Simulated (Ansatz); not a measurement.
## Rb₃Na (distorted cell): a single point, step by step

Program: Ansatz 0.2.0, Python API.

Run as a notebook:

**Cell 1**
```python
from pathlib import Path

import ansatz as az
import numpy as np
from pymatgen.core import Structure

config = {
    'kgrid': (2, 2, 2),
    'mixing_beta': 0.6,
    'scf_tol': 1e-05,
    'max_scf': 150,
}
```

**Cell 2**
```python
structure = (
    az.Lattice.of((6.88557, -0.02095, -0.07924), (-0.02095, 6.7737, 0.17791), (-0.07924, 0.17791, 6.78476))
    .atom('Rb', (0.01263, 0.50917, 0.49927))
    .atom('Rb', (0.48851, 0.99319, 0.48894))
    .atom('Rb', (0.50312, 0.50085, 0.00235))
    .atom('Na', (0.99932, 0.00159, 0.00488))
)
```

**Cell 3**
```python
[site.symbol for site in structure.resolved().sites]
```
Output:
```text
['Rb', 'Rb', 'Rb', 'Na']
```

**Cell 4**
```python
calculation = (
    structure.calculation()
    .functional(az.Functional.LDA)
    .pseudopotentials('paw', source='ansatz')
    .kpoints(*config['kgrid'], center='monkhorst-pack')
    .occupations(az.OccupationsMethod.FERMI_DIRAC)
    .mixing('broyden', ndim=12, beta=config['mixing_beta'])
    .scf(tolerance=config['scf_tol'], max_iterations=config['max_scf'])
    .forces()
    .density()
    .potential()
    .output_files(volumetric_format=['xsf', 'npy'])
)
result = calculation.run()
rep = result.report

result.unlabelled_reasons
```
Output:
```text
DeckWarning: basis.ecutwfc = 700 eV, auto-derived from the records' recommended cutoffs: set by Na (normal level)
DeckWarning: scf.convergence.dr2_threshold = 1e-5 eV is looser than this run's default, which is 1e-7 eV or tighter. The error in the forces grows as the threshold's square root, so leave the key out unless less accurate forces are enough
[]
```

**Cell 5**
```python
rep['mixing_algorithm'], rep['preconditioner'], rep['eigensolver']
```
Output:
```text
('Broyden', 'Resta', 'band_cg')
```

**Cell 6**
```python
print(f'free energy      {rep["free_energy_ev"]:.5f} eV')
print(f'per atom         {rep["free_energy_ev"] / len(result.lattice.sites):.5f} eV')
print(f'SCF iterations   {rep["n_iterations"]}  (converged: {rep["converged"]})')
```
Output:
```text
free energy      -10994.68905 eV
per atom         -2748.67226 eV
SCF iterations   7  (converged: True)
```

**Cell 7**
```python
atom = int(np.linalg.norm(rep['forces_ev_ang'], axis=1).argmax())
print('force on atom', atom, 'by term (eV/A)')
for term, rows in rep['force_terms_ev_ang'].items():
    if np.abs(rows[atom]).max() > 1e-6:
        print(f'  {term:26s}', np.round(rows[atom], 4))
print('net force on the cell:', np.round(np.sum(rep['forces_ev_ang'], axis=0), 6) + 0.0)

if result.unlabelled_reasons:
    print('not a label:', result.unlabelled_reasons)
else:
    print(result.training_frame().splitlines()[0], 'atoms in the frame')

folder = Path(result.write_results('volumes'))
print(sorted(path.name for path in folder.iterdir()))
head = (folder / 'rho.xsf').read_text().split('BEGIN_BLOCK')[0]
print(head)
```
Output:
```text
force on atom 0 by term (eV/A)
  ewald                      [-5.8068 -4.3984  3.0391]
  local_pseudopotential      [ 5.4606  4.2766 -3.0243]
  nonlocal_pseudopotential   [ 0.2872  0.096  -0.038 ]
  augmentation               [ 0.0062 -0.0014  0.0294]
  nlcc                       [ 0.0023  0.0008 -0.0001]
  augmentation_tail          [-0.  0. -0.]
  scf_correction             [ 0.0022  0.0007 -0.0008]
net force on the cell: [ 5.e-06 -4.e-06  8.e-06]
4 atoms in the frame
['fields.json', 'rho.npy', 'rho.xsf', 'rho_z.tsv', 'v_es.npy', 'v_es.xsf', 'v_tot.npy', 'v_tot.xsf', 'v_z.tsv']
CRYSTAL
PRIMVEC
    6.885570   -0.020950   -0.079240
   -0.020950    6.773700    0.177910
   -0.079240    0.177910    6.784760
PRIMCOORD
    4    1
   37    0.036735    3.537525    3.477013
   37    3.304119    6.804324    3.455329
   37    3.453589    3.382485    0.065183
   11    6.880468   -0.009297   -0.045794
```

**Cell 8**
```python
final = Structure(result.lattice.cell_ang, [s.symbol for s in result.lattice.sites], [s.position_frac for s in result.lattice.sites])
print(final.to(fmt='poscar'))
```
Output:
```text
Rb3 Na1
1.0
   6.8855700000000004   -0.0209500000000000   -0.0792400000000000
  -0.0209500000000000    6.7736999999999998    0.1779100000000000
  -0.0792400000000000    0.1779100000000000    6.7847600000000003
Rb Na
3 1
direct
   0.0126300000000000    0.5091700000000000    0.4992700000000000 Rb
   0.4885100000000000    0.9931900000000000    0.4889400000000000 Rb
   0.5031200000000000    0.5008500000000000    0.0023500000000000 Rb
   0.9993200000000000    0.0015900000000000    0.0048800000000000 Na
```

What to keep in mind:
- The settings weren't tested for convergence.
- Energy and stress may still move on a finer k-point mesh.
- The fields are valence quantities on the plane-wave grid; their values near the nuclei depend on the potentials.
- The cell is a database structure, distorted on purpose.
- Warnings are shown shortened and without file and line.
- Timing: 14 s on 1 thread of Intel(R) Xeon(R) Platinum 8488C (Sapphire Rapids) (shared host), peak memory 0.66 GiB.

(Lines on the test bed's own set-up are left out of the output.)
